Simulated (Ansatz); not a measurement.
# GaHSi: the cost of one run

Program: Ansatz 0.2.0, Gaussian basis. Level of theory: def2-QZVPP, all electrons in the functionals, frozen cores in the correlation of double hybrids and RPA. These are calculated values, not measurements.

Plan: wB97M-V, B2PLYP, at charge 0, triplet; charge 0, singlet; charge 0, quintet; charge 1, doublet; charge 1, quartet.

10 further runs of the same task are left out: 10 set aside as unsound or not needed.

## (1) What is computed

The geometry is a PBE0/def2-TZVP stationary point (not a proven minimum). No spin-orbit coupling is included. The filled d shell of Ga may be among the frozen orbitals whatever the setting's name suggests; the logs give the count.

3 atoms, charge 0, spin multiplicity 3.

Atoms are counted from 1 here; the program's logs count them from 0.

Bond lengths: Si1–Ga2 2.297 Å, Ga2–H3 1.577 Å. Angles: Si1–Ga2–H3 180.0°.

No dispersion term is added; wB97M-V holds VV10 nonlocal correlation.

The geometry shown and the zero of energy belong to the point charge 0, triplet. The yardstick, RCCSD(T), and other wave-function levels (R restricted, U unrestricted, valence and pair active spaces) come from earlier runs.

## (2) wB97M-V, charge 0, triplet

Contents of in.yaml:

```yaml
crystal:
  periodic: [false, false, false]
  atoms:
    - {symbol: Si, position_ang: [0.000000, 0.000000, 2.057200]}
    - {symbol: Ga, position_ang: [0.000000, 0.000000, -0.240000]}
    - {symbol: H, position_ang: [0.000000, 0.000000, -1.817200]}
basis:
  gaussian: {orbitals: "def2-QZVPP.json"}
magnetization: {spin_polarized: true, initial_magnetization: 2}
hamiltonian: {xc: {name: wB97M-V}}
output: {orbitals: {seedname: orbitals}}
```

Command:

```bash
$ ansatz run in.yaml --threads 1 --pin off --events-out ev --progress --plain --max-ram 2393MiB
```

Q: Estimate wall time and peak memory on 1 thread of Arm Neoverse V1, shared host.

About 27 s, with a peak of 0.6 GiB.
